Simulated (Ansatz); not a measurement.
**Eu2MgSb2: what a guessed cell relaxes into**

Aim: relax a trial structure of Eu2MgSb2 and see where it ends.

Method: DFT PBE, scalar-relativistic, plane waves, PAW, in Ansatz 0.2.0.

## Step 1: The structure to begin with

The structure is tetragonal, space group P4/mmm (No. 123). Conventional cell: a = 4.189 Å, b = 4.189 Å, c = 7.733 Å, α = 90.00°, β = 90.00°, γ = 90.00°. Eu (site symmetry mmm) has 4 Sb at 2.59 Å and 4 Eu at 2.96 Å as nearest neighbours. Mg (site symmetry 4/mmm) has 2 Sb at 2.34 Å as nearest neighbours. Sb (site symmetry 4mm) has 1 Mg at 2.34 Å and 4 Eu at 2.59 Å as nearest neighbours.

Coordinates:

```
CELL_PARAMETERS angstrom
4.18886 0.00000 0.00000
0.00000 4.18886 0.00000
0.00000 0.00000 7.73268
ATOMIC_POSITIONS crystal
Eu 0.50000 0.00000 0.00000
Eu 0.00000 0.50000 0.00000
Mg 0.00000 0.00000 0.50000
Sb 0.00000 0.00000 0.80280
Sb 0.00000 0.00000 0.19720
```

A structure generator made this guess: random cell by space group and Wyckoff sites (P4/mmm, No. 123). Its size is a rough estimate.

## Step 2: Probe: one point on a coarse mesh

Input file input.yaml:

```yaml
crystal:
  lattice:
    - [4.18885792, 0.0, 0.0]
    - [0.0, 4.18885792, 0.0]
    - [0.0, 0.0, 7.73267547]
  atoms:
    - { symbol: Eu, position: [0.5, 0.0, 0.0], spin: 7.0 }
    - { symbol: Eu, position: [0.0, 0.5, 0.0], spin: 7.0 }
    - { symbol: Mg, position: [0.0, 0.0, 0.5] }
    - { symbol: Sb, position: [0.0, 0.0, 0.80280073] }
    - { symbol: Sb, position: [0.0, 0.0, 0.19719927] }
basis:
  ecutwfc: 420
kpoints:
  mp_grid: { grid: [4, 4, 2] }
hamiltonian:
  xc: pbe
scf:
  occupations: { method: gaussian, width: 0.1 }
  lower_state_search: "off"
output:
  forces: true
  stress: true
  eigenvalues: true
  populations: true
magnetization:
  spin_polarized: true
```

Launch:

```bash
$ ansatz run input.yaml --threads 1 --pin off --max-ram 2048MiB --backend cpu --events-out ev --progress --plain --runs-dir out
```

Further runs follow: a loose first relaxation; relaxation on the finer mesh.

**Question.** What will these runs give? Wanted: conventional cell; volume; energy over the elements; gap on the mesh; total moment.

As calculated:

| quantity | value |
| --- | --- |
| symmetry at the end (tolerance 0.05 Å) | space group P4/mmm (No. 123) |
| conventional cell | a = 5.465 Å, b = 5.465 Å, c = 9.049 Å, α = 90.00°, β = 90.00°, γ = 90.00° |
| volume | 54.05 Å³/atom |
| energy over the elements | -0.28 eV/atom |
| gap on the mesh | none (metal) |
| total moment | 13.90 μB/cell |

In words: The space group P4/mmm (No. 123) is kept, and the volume per atom grows by 99.2 % from the first guess. A negative formation energy is needed for stability but isn't enough; other structures and compounds were not set against it here. No finished test with a distortion of lower symmetry is shown, so the end may be a saddle point. Spin-orbit coupling is left out for Eu, Sb. The open f shell has no Hubbard U here, which places its levels poorly. Other magnetic orders were not searched.
